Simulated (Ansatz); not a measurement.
Geometry optimisation, Ansatz, DFT PBE, scalar-relativistic, plane waves, PAW.

Input file:

```yaml
crystal:
  lattice:
    - [5.048742, 0.0, 0.0]
    - [2.524371, 4.372339, 0.0]
    - [0.0, 0.0, 17.776426]
  atoms:
    - { symbol: H, position: [0.16666668, 0.16666667, 0.05625428] }
    - { symbol: H, position: [0.66666673, 0.16666667, 0.05625428] }
    - { symbol: H, position: [0.16666669, 0.6666667, 0.05625428] }
    - { symbol: H, position: [0.66666673, 0.6666667, 0.05625428] }
    - { symbol: C, position: [0.16666668, 0.16666667, 0.11813398] }
    - { symbol: C, position: [0.66666673, 0.16666667, 0.11813398] }
    - { symbol: C, position: [0.16666669, 0.6666667, 0.11813398] }
    - { symbol: C, position: [0.66666673, 0.6666667, 0.11813398] }
    - { symbol: C, position: [-0.16666667, 0.33333335, 0.14712097] }
    - { symbol: C, position: [0.33333337, 0.33333335, 0.14712097] }
    - { symbol: C, position: [-0.16666666, 0.83333337, 0.14712097] }
    - { symbol: C, position: [0.33333338, 0.83333337, 0.14712097] }
    - { symbol: C, position: [-0.16666667, 0.33333335, 0.23408195] }
    - { symbol: C, position: [0.33333337, 0.33333335, 0.23408195] }
    - { symbol: C, position: [-0.16666666, 0.83333337, 0.23408195] }
    - { symbol: C, position: [0.33333338, 0.83333337, 0.23408195] }
    - { symbol: C, position: [0.0, 0.0, 0.26306894] }
    - { symbol: C, position: [0.50000004, 0.0, 0.26306894] }
    - { symbol: C, position: [1.0e-08, 0.50000002, 0.26306894] }
    - { symbol: C, position: [0.50000005, 0.50000002, 0.26306894] }
    - { symbol: H, position: [1.0e-08, 0.50000002, 0.32494865] }
    - { symbol: H, position: [0.50000005, 0.50000002, 0.32494865] }
    - { symbol: W, position: [1.36286061, 0.32861025, 0.40539226] }
basis:
  ecutwfc: 420.0
kpoints:
  mp_grid: { grid: [3, 3, 1] }
hamiltonian:
  xc: pbe
  pseudopotentials: { kind: paw, azcp: { folder: soft_1 } }
scf:
  occupations: { method: gaussian, width: 0.02 }
  lower_state_search: "off"
relax:
  f_tol: 0.03
  max_steps: 60
  adjacent_minimum: "off"
  constraints: [{ sites: [0, 1, 2, 3, 4, 5, 6, 7, 8, 9, 10, 11] }]
```

Run as:

```bash
$ ansatz run input.yaml --threads 2 --pin off --max-ram 5120MiB --backend cpu --events-out ev --progress --plain --runs-dir out
```

Where does it end, and by what steps?

The run converged. Limits of this set-up: coarse k mesh, thin slab, slab without dipole correction. After 27 steps the energy has fallen by 5.622 eV; H22 moved furthest, 2.59 Å. Parted: C20–H22 (1.10 → 3.55 Å), H21–W23 (2.14 → 2.94 Å). Joined: C13–W23 (3.87 → 2.51 Å), C15–W23 (3.90 → 2.51 Å), C17–W23 (3.76 → 2.10 Å).

| step | energy less start (eV) | largest force component (eV/Å) | accepted |
| --- | --- | --- | --- |
| 0 | 0.0000 | 3.069 | yes |
| 1 | -0.8798 | 2.281 | yes |
| 2 | -1.5752 | 2.393 | yes |
| 3 | -2.1507 | 1.956 | yes |
| 4 | -2.5088 | 1.207 | yes |
| 5 | -2.7369 | 0.836 | yes |
| 6 | -2.8243 | 0.496 | yes |
| 7 | -3.0033 | 0.858 | yes |
| 8 | -3.2945 | 1.035 | yes |
| 9 | -3.5792 | 0.877 | yes |
| 10 | -3.8279 | 0.733 | yes |
| 11 | -4.0368 | 0.644 | yes |
| 12 | -4.1945 | 0.462 | yes |
| 13 | -4.3111 | 0.403 | yes |
| 14 | -4.4007 | 0.345 | yes |
| 15 | -4.4924 | 0.463 | yes |
| 16 | -4.6134 | 0.516 | yes |
| 17 | -4.7864 | 0.814 | yes |
| 18 | -5.0336 | 1.068 | yes |
| 19 | -5.3089 | 0.664 | yes |
| 20 | -5.4116 | 0.919 | yes |
| 21 | -5.4795 | 0.637 | yes |
| 22 | -5.5334 | 0.257 | yes |
| 23 | -5.5756 | 0.249 | yes |
| 24 | -5.6115 | 0.136 | yes |
| 25 | -5.5589 | 1.224 | no |
| 26 | -5.6216 | 0.041 | yes |
| 27 | -5.6221 | 0.027 | yes |

```xyz
23
Lattice="5.0487 0.0000 0.0000 2.5244 4.3723 0.0000 0.0000 0.0000 17.7764" Properties=species:S:1:pos:R:3
H 1.262 0.729 1.000
H 3.787 0.729 1.000
H 2.524 2.915 1.000
H 5.049 2.915 1.000
C 1.262 0.729 2.100
C 3.787 0.729 2.100
C 2.524 2.915 2.100
C 5.049 2.915 2.100
C 0.000 1.457 2.615
C 2.524 1.457 2.615
C 1.262 3.644 2.615
C 3.787 3.644 2.615
C 0.006 1.461 4.157
C 2.518 1.461 4.158
C 1.262 3.637 4.157
C 3.787 3.644 4.279
C -0.003 0.002 4.683
C 2.529 0.002 4.684
C 1.262 2.186 4.642
C 3.787 2.182 4.683
H 1.261 2.185 5.756
H 3.789 0.730 7.919
W 8.837 0.729 6.196
```

Whether the end is a true minimum wasn't checked by a vibrational analysis.

Run time: 57 s on 2 threads of AMD EPYC 9R45 96-Core Processor (Zen 5), with other jobs on the host, peak memory 0.73 GiB.
